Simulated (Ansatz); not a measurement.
From input file to script: Li3Eu, space group Fm-3m in Ansatz 0.2.0.

```yaml
crystal:
  lattice:
    - [0.0, 3.870791, 3.870791]
    - [3.870791, 0.0, 3.870791]
    - [3.870791, 3.870791, 0.0]
  atoms:
    - { symbol: Li, position: [0.25, 0.25, 0.25] }
    - { symbol: Li, position: [0.75, 0.75, 0.75] }
    - { symbol: Li, position: [0.5, 0.5, 0.5] }
    - { symbol: Eu, position: [0.0, 0.0, 0.0] }
basis:
  ecutwfc: 517.016338673772
kpoints:
  mp_grid:
    grid: [6, 6, 6]
hamiltonian:
  xc: pbesol
magnetization:
  spin_polarized: true
  per_species:
    Eu: 7.0
scf:
  occupations:
    method: fermi_dirac
    width: 0.1
output:
  forces: true
  stress: true
```

Script `robust_li3eu.py`:
```python
# -*- coding: utf-8 -*-
'''Refuse a result for Li3Eu that has doubts or was not closed by its thresholds.'''

import warnings

import ansatz as az

XC = 'pbesol'
SMEARING = 'fermi_dirac'

lattice = az.Lattice.of(
    (0.0, 3.870791, 3.870791),
    (3.870791, 0.0, 3.870791),
    (3.870791, 3.870791, 0.0),
)
sites = [
    ('Li', (0.25, 0.25, 0.25)),
    ('Li', (0.75, 0.75, 0.75)),
    ('Li', (0.5, 0.5, 0.5)),
    ('Eu', (0.0, 0.0, 0.0)),
]
system = az.Crystal(lattice=lattice)
for symbol, position in sites:
    system = system.atom(symbol, position)
system = system.moments(Eu=7)

base = (
    system.calculation()
    .functional(XC)
    .basis(19 * az.Ha)
    .kpoints(6)
    .occupations(SMEARING, width=100 * az.meV)
    .spin('collinear')  # two spin channels
)

with warnings.catch_warnings(record=True) as caught:
    warnings.simplefilter('always')
    res = base.forces().stress().run()
for item in caught:
    if issubclass(item.category, (az.RunWarning, az.DeckWarning)):
        print(item.category.__name__, '-', str(item.message)[:120])
rep = res.report
doubts = rep['published_state_doubts']
if doubts or rep.get('closed_by') != 'deck_thresholds':
    print('rejected:', doubts, rep.get('closed_by'))
else:
    print(f'accepted: F = {rep["free_energy_ev"]:.5f} eV')
```

```console
$ python robust_li3eu.py
accepted: F = -9272.94664 eV
```

Absolute energies stand on the zero of these potentials, so only differences at equal settings mean something. A total without «per atom» is that of the cell as typed. Open f shells: without a Hubbard U, without spin-orbit coupling; the state reached hangs on the start and needn't be the lowest. The mesh is modest for a metal, so energies can be off by several to tens of meV an atom and pressures by half a GPa or more; differences at equal mesh fare better. The structure comes from a database of computed cells and needn't be a stable or known phase. Timing: 6.7 s on 1 thread of Intel(R) Xeon(R) Platinum 8488C (Sapphire Rapids), on a shared host, peak memory 0.57 GiB.

(Lines on the test bed's own set-up are left out of the output.)
